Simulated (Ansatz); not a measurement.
# H2Br (doublet): B2PLYP, PBE-QIDH, RPA-PBE over a scan of the distance Br1–H2 along a hydrogen transfer, cc-pVTZ, part 2 of 2

Ansatz 0.2.0, Gaussian basis; cc-pVTZ, all electrons in the functionals, frozen cores in the correlation of double hybrids and RPA. Earlier steps stand in the parts before.

**12. RPA-PBE, 1.421 Å**

in.yaml reads:

```yaml
crystal:
  periodic: [false, false, false]
  atoms:
    - {symbol: Br, position_ang: [0.000000, 0.000000, -1.407867]}
    - {symbol: H, position_ang: [0.000000, 0.000000, 0.012733]}
    - {symbol: H, position_ang: [0.000000, 0.000000, 1.395133]}
basis:
  gaussian: {orbitals: cc-pVTZ}
magnetization: {spin_polarized: true, initial_magnetization: 1}
hamiltonian: {xc: {name: PBE}}
correlation: {method: rpa, electrons: outside_noble_gas}
```

The run is started by

```console
ansatz run in.yaml --threads 1 --pin off --events-out ev --progress --plain --max-ram 2393MiB
```

What it wrote:

```text
Functional definition: PBE
  name "PBE"
  cite "Perdew, Burke & Ernzerhof, Phys. Rev. Lett. 77, 3865 (1996) doi:10.1103/PhysRevLett.77.3865"
  parent pbe
  parameter kappa = 0.804
  parameter beta = 0.06672455060314922
  exchange = pbe_x(kappa = kappa, mu = beta*pi^2/3)
  correlation = pbe_c(beta = beta)
424 factors; integrals over basis functions are off by at most 1.3e-3 eV
mean field evaluation 1: about -70066.6704 eV, gradient 7.2e0 eV
mean field evaluation 2: about -70066.6671 eV, gradient 7.2e0 eV
mean field evaluation 4: about -70066.9919 eV, gradient 1.6e0 eV
mean field evaluation 8: about -70067.0061 eV, gradient 3.5e-2 eV
mean field evaluation 16: about -70067.0061 eV, gradient 2.0e-6 eV
mean field -70067.00609794 eV, -2574.9149809766 hartree, gradient 1.6e-6 eV, S^2 0.752145; 0 other end points of the search recorded, 0 dependent functions left out
14 core orbitals not correlated: weight in the atoms' cores, before any rotation towards them, 1.000 or more for the frozen orbitals, at most 0.000 for the correlated occupied ones
reference -70029.08202052 eV, -2573.5212968374 hartree; 5, 4 occupied and 52, 53 virtual orbitals, 424 factors
Total energy: -70037.95458910 eV, -2573.8473577188 hartree
```

Run time: 1.6 s. Hardware: 1 thread of Arm Neoverse V1, shared host.

From the report: ⟨S²⟩ of the determinant 0.752 (pure doublet: 0.75).

**13. RPA-PBE, 1.512 Å**

in.yaml reads:

```yaml
crystal:
  periodic: [false, false, false]
  atoms:
    - {symbol: Br, position_ang: [0.000000, 0.000000, -1.438333]}
    - {symbol: H, position_ang: [0.000000, 0.000000, 0.073667]}
    - {symbol: H, position_ang: [0.000000, 0.000000, 1.364667]}
basis:
  gaussian: {orbitals: cc-pVTZ}
magnetization: {spin_polarized: true, initial_magnetization: 1}
hamiltonian: {xc: {name: PBE}}
correlation: {method: rpa, electrons: outside_noble_gas}
```

Same command.

What it wrote:

```text
Functional definition: PBE
  name "PBE"
  cite "Perdew, Burke & Ernzerhof, Phys. Rev. Lett. 77, 3865 (1996) doi:10.1103/PhysRevLett.77.3865"
  parent pbe
  parameter kappa = 0.804
  parameter beta = 0.06672455060314922
  exchange = pbe_x(kappa = kappa, mu = beta*pi^2/3)
  correlation = pbe_c(beta = beta)
424 factors; integrals over basis functions are off by at most 1.4e-3 eV
mean field evaluation 1: about -70066.7672 eV, gradient 6.8e0 eV
mean field evaluation 2: about -70066.7634 eV, gradient 6.8e0 eV
mean field evaluation 4: about -70067.0567 eV, gradient 1.7e0 eV
mean field evaluation 8: about -70067.0733 eV, gradient 4.0e-2 eV
mean field evaluation 16: about -70067.0733 eV, gradient 2.1e-6 eV
mean field evaluation 32: about -70067.0733 eV, gradient 1.7e-6 eV
mean field -70067.07331030 eV, -2574.9174509855 hartree, gradient 1.7e-6 eV, S^2 0.753905; 2 other end points of the search recorded, 0 dependent functions left out
14 core orbitals not correlated: weight in the atoms' cores, before any rotation towards them, 1.000 or more for the frozen orbitals, at most 0.000 for the correlated occupied ones
reference -70028.96756275 eV, -2573.5170905921 hartree; 5, 4 occupied and 52, 53 virtual orbitals, 424 factors
Total energy: -70037.96118565 eV, -2573.8476001374 hartree
```

It took 2.5 s on 1 thread of Arm Neoverse V1, shared host.

From the report: ⟨S²⟩ of the determinant 0.754 (pure doublet: 0.75).

From 1.421 Å: -0.2 kcal/mol.

**14. RPA-PBE, 1.694 Å**

in.yaml reads:

```yaml
crystal:
  periodic: [false, false, false]
  atoms:
    - {symbol: Br, position_ang: [0.000000, 0.000000, -1.499000]}
    - {symbol: H, position_ang: [0.000000, 0.000000, 0.195000]}
    - {symbol: H, position_ang: [0.000000, 0.000000, 1.304000]}
basis:
  gaussian: {orbitals: cc-pVTZ}
magnetization: {spin_polarized: true, initial_magnetization: 1}
hamiltonian: {xc: {name: PBE}}
correlation: {method: rpa, electrons: outside_noble_gas}
```

Launched as before.

What it wrote:

```text
Functional definition: PBE
  name "PBE"
  cite "Perdew, Burke & Ernzerhof, Phys. Rev. Lett. 77, 3865 (1996) doi:10.1103/PhysRevLett.77.3865"
  parent pbe
  parameter kappa = 0.804
  parameter beta = 0.06672455060314922
  exchange = pbe_x(kappa = kappa, mu = beta*pi^2/3)
  correlation = pbe_c(beta = beta)
426 factors; integrals over basis functions are off by at most 1.4e-3 eV
mean field evaluation 1: about -70066.8565 eV, gradient 6.7e0 eV
mean field evaluation 2: about -70066.8518 eV, gradient 6.7e0 eV
mean field evaluation 4: about -70067.0852 eV, gradient 2.4e0 eV
mean field evaluation 8: about -70067.1270 eV, gradient 2.6e-2 eV
mean field evaluation 16: about -70067.1270 eV, gradient 1.3e-5 eV
mean field evaluation 32: about -70066.4230 eV, gradient 2.5e0 eV
mean field -70067.12699977 eV, -2574.9194240372 hartree, gradient 1.4e-6 eV, S^2 0.757576; 7 other end points of the search recorded, 0 dependent functions left out
14 core orbitals not correlated: weight in the atoms' cores, before any rotation towards them, 1.000 or more for the frozen orbitals, at most 0.000 for the correlated occupied ones
reference -70028.75988155 eV, -2573.5094584487 hartree; 5, 4 occupied and 52, 53 virtual orbitals, 426 factors
Total energy: -70037.98570442 eV, -2573.8485011856 hartree
```

It took 4.6 s on 1 thread of Arm Neoverse V1, shared host.

From the report: ⟨S²⟩ of the determinant 0.758 (pure doublet: 0.75).

From 1.421 Å: -0.7 kcal/mol.

**15. RPA-PBE, 1.876 Å**

in.yaml reads:

```yaml
crystal:
  periodic: [false, false, false]
  atoms:
    - {symbol: Br, position_ang: [0.000000, 0.000000, -1.559667]}
    - {symbol: H, position_ang: [0.000000, 0.000000, 0.316333]}
    - {symbol: H, position_ang: [0.000000, 0.000000, 1.243333]}
basis:
  gaussian: {orbitals: cc-pVTZ}
magnetization: {spin_polarized: true, initial_magnetization: 1}
hamiltonian: {xc: {name: PBE}}
correlation: {method: rpa, electrons: outside_noble_gas}
```

The command is unchanged.

What it wrote:

```text
Functional definition: PBE
  name "PBE"
  cite "Perdew, Burke & Ernzerhof, Phys. Rev. Lett. 77, 3865 (1996) doi:10.1103/PhysRevLett.77.3865"
  parent pbe
  parameter kappa = 0.804
  parameter beta = 0.06672455060314922
  exchange = pbe_x(kappa = kappa, mu = beta*pi^2/3)
  correlation = pbe_c(beta = beta)
428 factors; integrals over basis functions are off by at most 9.0e-4 eV
mean field evaluation 1: about -70067.0168 eV, gradient 7.7e0 eV
mean field evaluation 2: about -70067.0107 eV, gradient 7.7e0 eV
mean field evaluation 4: about -70067.3068 eV, gradient 3.0e0 eV
mean field evaluation 8: about -70067.3694 eV, gradient 6.3e-2 eV
mean field evaluation 16: about -70067.3694 eV, gradient 3.8e-6 eV
mean field evaluation 32: about -70067.3684 eV, gradient 1.1e-1 eV
mean field evaluation 64: about -70067.3672 eV, gradient 1.5e-1 eV
mean field -70067.36939874 eV, -2574.9283320348 hartree, gradient 3.1e-6 eV, S^2 0.755138; 7 other end points of the search recorded, 0 dependent functions left out
14 core orbitals not correlated: weight in the atoms' cores, before any rotation towards them, 1.000 or more for the frozen orbitals, at most 0.000 for the correlated occupied ones
reference -70029.14613934 eV, -2573.5236531607 hartree; 5, 4 occupied and 52, 53 virtual orbitals, 428 factors
Total energy: -70038.37840213 eV, -2573.8629325604 hartree
```

It took 4.8 s on 1 thread of Arm Neoverse V1, shared host.

From the report: ⟨S²⟩ of the determinant 0.755 (pure doublet: 0.75).

From 1.421 Å: -9.8 kcal/mol.

**16. RPA-PBE, 2.058 Å**

in.yaml reads:

```yaml
crystal:
  periodic: [false, false, false]
  atoms:
    - {symbol: Br, position_ang: [0.000000, 0.000000, -1.620333]}
    - {symbol: H, position_ang: [0.000000, 0.000000, 0.437667]}
    - {symbol: H, position_ang: [0.000000, 0.000000, 1.182667]}
basis:
  gaussian: {orbitals: cc-pVTZ}
magnetization: {spin_polarized: true, initial_magnetization: 1}
hamiltonian: {xc: {name: PBE}}
correlation: {method: rpa, electrons: outside_noble_gas}
```

Launched as before.

What it wrote:

```text
Functional definition: PBE
  name "PBE"
  cite "Perdew, Burke & Ernzerhof, Phys. Rev. Lett. 77, 3865 (1996) doi:10.1103/PhysRevLett.77.3865"
  parent pbe
  parameter kappa = 0.804
  parameter beta = 0.06672455060314922
  exchange = pbe_x(kappa = kappa, mu = beta*pi^2/3)
  correlation = pbe_c(beta = beta)
425 factors; integrals over basis functions are off by at most 1.0e-3 eV
mean field evaluation 1: about -70066.3361 eV, gradient 1.1e1 eV
mean field evaluation 2: about -70066.3308 eV, gradient 1.1e1 eV
mean field evaluation 4: about -70067.3755 eV, gradient 4.9e0 eV
mean field evaluation 8: about -70067.5218 eV, gradient 1.4e-1 eV
mean field evaluation 16: about -70067.5220 eV, gradient 3.1e-5 eV
mean field evaluation 32: about -70067.0332 eV, gradient 2.3e-1 eV
mean field evaluation 64: about -70067.5203 eV, gradient 2.5e-1 eV
mean field -70067.52195409 eV, -2574.9339383405 hartree, gradient 1.1e-6 eV, S^2 0.752574; 7 other end points of the search recorded, 0 dependent functions left out
14 core orbitals not correlated: weight in the atoms' cores, before any rotation towards them, 1.000 or more for the frozen orbitals, at most 0.000 for the correlated occupied ones
reference -70029.69291587 eV, -2573.5437468275 hartree; 5, 4 occupied and 52, 53 virtual orbitals, 425 factors
Total energy: -70038.75167714 eV, -2573.8766501639 hartree
```

Run time: 5.5 s. Hardware: 1 thread of Arm Neoverse V1, shared host.

From the report: ⟨S²⟩ of the determinant 0.753 (pure doublet: 0.75).

From 1.421 Å: -18.4 kcal/mol.

**17. The comparison**

The yardstick is UCCSDT(Q), where the cluster series has nearly closed. It comes from earlier runs at the same points. Energies in kcal/mol, counted from 1.421 Å; blanks weren't run or aren't comparable.

```
    level  1.421 Å  1.512 Å  1.694 Å  1.876 Å  2.058 Å
UCCSDT(Q)      0.0      0.2      1.0     -7.2    -15.5
   B2PLYP      0.0     -0.3      0.0     -7.5    -15.0
 PBE-QIDH      0.0      0.5      2.6     -4.5    -12.3
  RPA-PBE      0.0     -0.2     -0.7     -9.8    -18.4
```

Largest miss and mean time a point (UCCSDT(Q) took 63 s a point; shared hosts):

```
   level  largest miss (kcal/mol)    where  time a point
  B2PLYP                     -1.0  1.694 Å         2.7 s
PBE-QIDH                     +3.2  2.058 Å         2.5 s
 RPA-PBE                     -2.9  2.058 Å         3.8 s
```

**18. Results**

What follows sums up all 2 parts.

```
                   quantity                    value
span of the UCCSDT(Q) curve            16.4 kcal/mol
       largest miss, B2PLYP  -1.0 kcal/mol (1.694 Å)
     largest miss, PBE-QIDH  +3.2 kcal/mol (2.058 Å)
      largest miss, RPA-PBE  -2.9 kcal/mol (2.058 Å)
```

**Reading.** Of the functionals, B2PLYP keep the smallest largest miss at the points compared (at most 1.0 kcal/mol) and PBE-QIDH strays most (3.2 kcal/mol, at 2.058 Å). Functionals and the yardstick converge differently with the basis, so part of each miss in cc-pVTZ is the basis.
